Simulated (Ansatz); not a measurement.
**Ta₂+ (octet): wave-function methods side by side, def2-TZVPP**

One table from this session's results is given with a row withheld; the runs are named, their logs left out.

Computed with Ansatz 0.2.0, Gaussian basis. Level: def2-TZVPP, core rule «outside noble gas», up to 8 orbitals frozen.

The runs, in order: UHF; ROHF; CCSD(T) on UHF.

## The system

The geometry is a PBE0/def2-TZVP stationary point (not a proven minimum) of the parent state, kept for this charge and spin. No spin-orbit coupling is included. Elements past krypton take def2 core potentials.

2 atoms, charge 1, spin multiplicity 8.

Atoms are counted from 1 here; the program's logs count them from 0.

Bond lengths: Ta1–Ta2 2.422 Å.

As a file:

```
Ta    0.00000    0.00000    0.00000
Ta    0.00000    0.00000    2.42180
```

Set-up of the first run:

Contents of in.yaml:

```yaml
crystal:
  periodic: [false, false, false]
  atoms:
    - {symbol: Ta, position_ang: [0.000000, 0.000000, 0.000000]}
    - {symbol: Ta, position_ang: [0.000000, 0.000000, 2.421800]}
basis:
  gaussian: {orbitals: def2-TZVPP}
total_charge: 1
magnetization: {spin_polarized: true, initial_magnetization: 7}
hamiltonian: {xc: hf}
output: {orbitals: {seedname: orbitals}}
```

Started as:

```console
$ ansatz run in.yaml --threads 1 --pin off --events-out ev --progress --plain --max-ram 4096MiB --backend cpu
```

Steps of the session up to this table: UHF; ROHF; CCSD(T) on UHF.

One table of the session follows, with a row left open; its other results are not shown here.

| method | from UCCSD(T) (kJ/mol) |
| --- | --- |
| ROHF | +557.7 |
| UHF | +524.3 |
| UMP2 | ? |
| UCCSD | +39.8 |
| UCCSD(T) | 0 |

**Question.** Estimate the row for UMP2.

The run gave: from UCCSD(T) (kJ/mol): +93.7. In the column «from UCCSD(T) (kJ/mol)» it lies between UCCSD (+39.8) and UHF (+524.3).
